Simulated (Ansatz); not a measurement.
## CuAu, space group P4/mmm: a convergence test of the k-point mesh, step by step

With the Python package of Ansatz (0.2.0).

The script reads `cuau.extxyz`:
```text
2
Lattice="2.81074946 0.0 0.0 0.0 2.81074946 0.0 0.0 0.0 3.685" Properties=species:S:1:pos:R:3 pbc="T T T"
Cu    1.40537473    1.40537473    1.84250000
Au    0.00000000    0.00000000    0.00000000
```

Typed at the interpreter:
```pycon
>>> import ansatz as az
>>> import pandas as pd
>>> crystal = az.Crystal.from_extxyz("cuau.extxyz")
>>> [site.symbol for site in crystal.resolved().sites]
['Cu', 'Au']
>>> setup = (
...     crystal.calculation()
...     .functional("LDA")
...     .basis(450)  # a bare number is in eV
...     .occupations("Fermi-Dirac")
... )
>>> rows = []
>>> for value in [(3, 3, 2), (4, 4, 3), (5, 5, 4), (6, 6, 5), (8, 8, 6), (10, 10, 8)]:
...     r = setup.kpoints(*value).run(threads=1).report
...     rows.append((value, r["free_energy_ev"] / len(r["lattice"]["sites"]), r["n_iterations"], r["n_kpoints"]))
...
>>> table = pd.DataFrame(rows, columns=["mesh", "F/atom (eV)", "iterations", "k-points"])
>>> table.round(5)
          mesh  F/atom (eV)  iterations  k-points
0    (3, 3, 2)  -9710.57828           6         6
1    (4, 4, 3)  -9710.27868           7        12
2    (5, 5, 4)  -9710.42185           8        18
3    (6, 6, 5)  -9710.35395           7        30
4    (8, 8, 6)  -9710.36681           7        60
5  (10, 10, 8)  -9710.37074           7       105
>>> # differences from the last row
>>> for row in rows[:-1]:
...     shift = 1000 * (row[1] - rows[-1][1])
...     print(f"{row[0]}: {shift:+.2f} meV/atom" + ("  (within 1 meV)" if abs(shift) < 1 else ""))
...
(3, 3, 2): -207.54 meV/atom
(4, 4, 3): +92.05 meV/atom
(5, 5, 4): -51.12 meV/atom
(6, 6, 5): +16.79 meV/atom
(8, 8, 6): +3.93 meV/atom
```

What to keep in mind:
- Spin-orbit coupling, which matters for elements this heavy, is left out.
- The structure is a deposited one; some such entries were measured under pressure or heat, so a shift against it needn't be the functional's error alone.
- Shifts are counted from the finest mesh, which is itself no proven limit.
- Wall time of the script: 7.1 s on 1 thread of Arm Neoverse V2, with other jobs on the host, peak memory 0.46 GiB.
